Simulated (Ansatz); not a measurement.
Debugging an atomisation energy of BClH4Si, SMILES B[SiH2]Cl (Ansatz 0.2.0 through its Python package).

Script `bclh4si.py`:
```python
'''Atomisation energy of BClH4Si at the given geometry.'''

from collections import Counter

import ansatz as az
from ase import Atoms

BASIS_SET = 'def2-SVPD'
XC = 'cam_b3lyp'


def energy(molecule, charge=0, unpaired=0):
    calc = (
        molecule.calculation()
        .basis(gaussian=BASIS_SET)
        .functional(XC)
    )
    if charge:
        calc = calc.charge(charge)
    if unpaired:
        calc = calc.spin('collinear', total=unpaired)
    report = calc.run(threads=1, backend='cpu').report
    if report['published_state_doubts']:
        print('  doubts:', report['published_state_doubts'])
    return report['free_energy_ev']


def main() -> None:
    atoms = Atoms(['B', 'Si', 'Cl', 'H', 'H', 'H'], positions=[
        (-1.0436, -0.0445, -0.5063),
        (0.5564, -0.1365, 0.4884),
        (1.7183, 1.5462, 0.0899),
        (-1.3728, -0.9432, -1.1201),
        (-1.3583, 1.0402, -1.012),
        (0.2531, -0.1826, 1.9245),
    ])
    molecule = az.Crystal.molecule_from_ase(atoms)

    # unpaired electrons of the ground-state atoms
    unpaired = {'B': 1, 'Si': 2, 'Cl': 1, 'H': 1}
    counts = Counter(site.symbol for site in molecule.cartesian_sites)
    atom_energy = {s: energy(az.Crystal.molecule().atom(s, (0, 0, 0)), 0, unpaired[s]) for s in counts}
    whole = energy(molecule, 0, 0)
    for s, e in atom_energy.items():
        print(f'{s:2s} x{counts[s]}  {e:14.5f} eV')
    print(f'BClH4Si: {whole:.5f} eV')
    split = sum(counts[s] * e for s, e in atom_energy.items()) - whole
    print(f'atomisation energy (no zero-point term): {split:.3f} eV, {split / sum(counts.values()):.3f} eV an atom')


if __name__ == '__main__':
    main()
```

```console
$ python bclh4si.py
B  x1      -669.72712 eV
Si x1     -7871.69183 eV
Cl x1    -12517.64061 eV
H  x3       -13.54842 eV
BClH4Si: -21117.00822 eV
atomisation energy (no zero-point term): 17.303 eV, 2.884 eV an atom
```

No error stopped it. What is wrong with the input all the same?

The fault: an atom is missing. The change:

Script `bclh4si.py`:
```python
'''Atomisation energy of BClH4Si at the given geometry.'''

from collections import Counter

import ansatz as az
from ase import Atoms

BASIS_SET = 'def2-SVPD'
XC = 'cam_b3lyp'


def energy(molecule, charge=0, unpaired=0):
    calc = (
        molecule.calculation()
        .basis(gaussian=BASIS_SET)
        .functional(XC)
    )
    if charge:
        calc = calc.charge(charge)
    if unpaired:
        calc = calc.spin('collinear', total=unpaired)
    report = calc.run(threads=1, backend='cpu').report
    if report['published_state_doubts']:
        print('  doubts:', report['published_state_doubts'])
    return report['free_energy_ev']


def main() -> None:
    atoms = Atoms(['B', 'Si', 'Cl', 'H', 'H', 'H', 'H'], positions=[
        (-1.0436, -0.0445, -0.5063),
        (0.5564, -0.1365, 0.4884),
        (1.7183, 1.5462, 0.0899),
        (-1.3728, -0.9432, -1.1201),
        (-1.3583, 1.0402, -1.012),
        (0.2531, -0.1826, 1.9245),
        (1.3082, -1.3477, 0.0898),
    ])
    molecule = az.Crystal.molecule_from_ase(atoms)

    # unpaired electrons of the ground-state atoms
    unpaired = {'B': 1, 'Si': 2, 'Cl': 1, 'H': 1}
    counts = Counter(site.symbol for site in molecule.cartesian_sites)
    atom_energy = {s: energy(az.Crystal.molecule().atom(s, (0, 0, 0)), 0, unpaired[s]) for s in counts}
    whole = energy(molecule, 0, 0)
    for s, e in atom_energy.items():
        print(f'{s:2s} x{counts[s]}  {e:14.5f} eV')
    print(f'BClH4Si: {whole:.5f} eV')
    split = sum(counts[s] * e for s, e in atom_energy.items()) - whole
    print(f'atomisation energy (no zero-point term): {split:.3f} eV, {split / sum(counts.values()):.3f} eV an atom')


if __name__ == '__main__':
    main()
```

The mended script runs so:

Running `python bclh4si.py` prints:
```text
B  x1      -669.72712 eV
Si x1     -7871.69183 eV
Cl x1    -12517.64061 eV
H  x4       -13.54842 eV
BClH4Si: -21134.44669 eV
atomisation energy (no zero-point term): 21.193 eV, 3.028 eV an atom
```

Reading the output:
- Total energies depend on the basis set; only differences at equal settings carry meaning.
- The geometry is a force-field or estimated start, not a minimum of this method, and the basis set is short of its limit. All parts are taken at fixed geometry, without zero-point energy.
- Wall time of the script: 4.5 s on 1 thread of Arm Neoverse V1 (shared host), peak memory 0.29 GiB.
